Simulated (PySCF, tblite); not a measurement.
# C₄H₆N₂S₂: geometry, infrared bands and NMR shifts

What infrared bands and NMR shifts should C₄H₆N₂S₂ (`CSc1nnc(C)s1`) show?

Programs: tblite 0.8.0 and PySCF 2.14.0, with density-fitted response routines of our own. Each step states its level of theory. These are calculated values for one molecule in the gas phase, unless marked as measured. Atoms count from 0, in the outputs and in this text.

### 1 Starting geometry

14 atoms, charge 0, multiplicity 1; geometry from: force field or distance geometry start.

Bonds of the start (Å): C0–S1 1.79, S1–C2 1.75, C2–N3 1.33, N3–N4 1.38, N4–C5 1.31, C5–C6 1.49, C5–S7 1.72, S7–C2 1.71, C0–H8 1.09, C0–H9 1.09, C0–H10 1.10, C6–H11 1.09, C6–H12 1.10, C6–H13 1.09.

### 2 Optimising the geometry with GFN2-xTB

The job: settings as JSON, then the geometry in Å.

```
{"job": {"kind": "relax", "xc": "GFN2-xTB", "basis": "xTB"}, "charge": 0, "multiplicity": 1}
C     -3.270300    -0.005700    -0.039700
S     -2.181600    -0.289200     1.352700
C     -0.609200    -0.129600     0.591000
N     -0.478900     0.150900    -0.700800
N      0.848100     0.224400    -1.058500
C      1.656000     0.014800    -0.053900
C      3.143500     0.039600    -0.132200
S      0.867500    -0.294900     1.440700
H     -3.112900    -0.754200    -0.818900
H     -3.127600     0.996300    -0.448300
H     -4.318900    -0.079100     0.298200
H      3.466400     0.249100    -1.148900
H      3.556800    -0.930900     0.171600
H      3.560500     0.808200     0.524700
```

Run with:

```sh
$ OMP_NUM_THREADS=1 python probes_run.py task.json out
```

The driver reads the jobs from task.json and runs them one after another.

**Question.** This job is followed by: GFN2-xTB harmonic vibrations, gas phase; GIAO PBE0/pcSseg-1 NMR shielding, non-relativistic, gas phase. Predict these results of the whole session: strongest single infrared mode (GFN2-xTB); zero-point energy (GFN2-xTB); 13C shifts against TMS (PBE0/pcSseg-1); 1H shifts against TMS (PBE0/pcSseg-1, means over atoms taken as alike); 33S shifts against CS2 (PBE0/pcSseg-1); 15N shifts against NH3 (PBE0/pcSseg-1).

As calculated:

| quantity | value |
| --- | --- |
| strongest single infrared mode (GFN2-xTB) | 1150 cm⁻¹, 121 km/mol |
| zero-point energy (GFN2-xTB) | 61.0 kcal/mol |
| 13C shifts against TMS (PBE0/pcSseg-1) | 175.5, 167.2, 21.3, 18.4 ppm |
| 1H shifts against TMS (PBE0/pcSseg-1, means over atoms taken as alike) | 2.80, 2.78 ppm |
| 33S shifts against CS2 (PBE0/pcSseg-1) | 285, 22 ppm |
| 15N shifts against NH3 (PBE0/pcSseg-1) | 392.1, 372.2 ppm |

In words: The optimisation took 36 steps and gained 0.201 eV; among the close pairs (by a distance rule), C5–S7 changed most, from 1.718 to 1.770 Å. All 36 modes are real, so the xTB geometry is a minimum. The strongest single mode, at 1150 cm⁻¹, has its largest shares on C5, H11, N4 and C6 (the list is cut at 4 atoms). GFN2-xTB is a fitted tight-binding method: band positions and strengths are rough. Its intensities can rank the bands wrongly. The most deshielded hydrogen is H11, H12, H13 (mean) (hydrogen on a methyl carbon on an aromatic ring), at 2.80 ppm: benzylic-type position, deshielded by the ring. NICS(1)zz of -22 ppm above the planar ring from C2 marks a diatropic (aromatic) ring current.
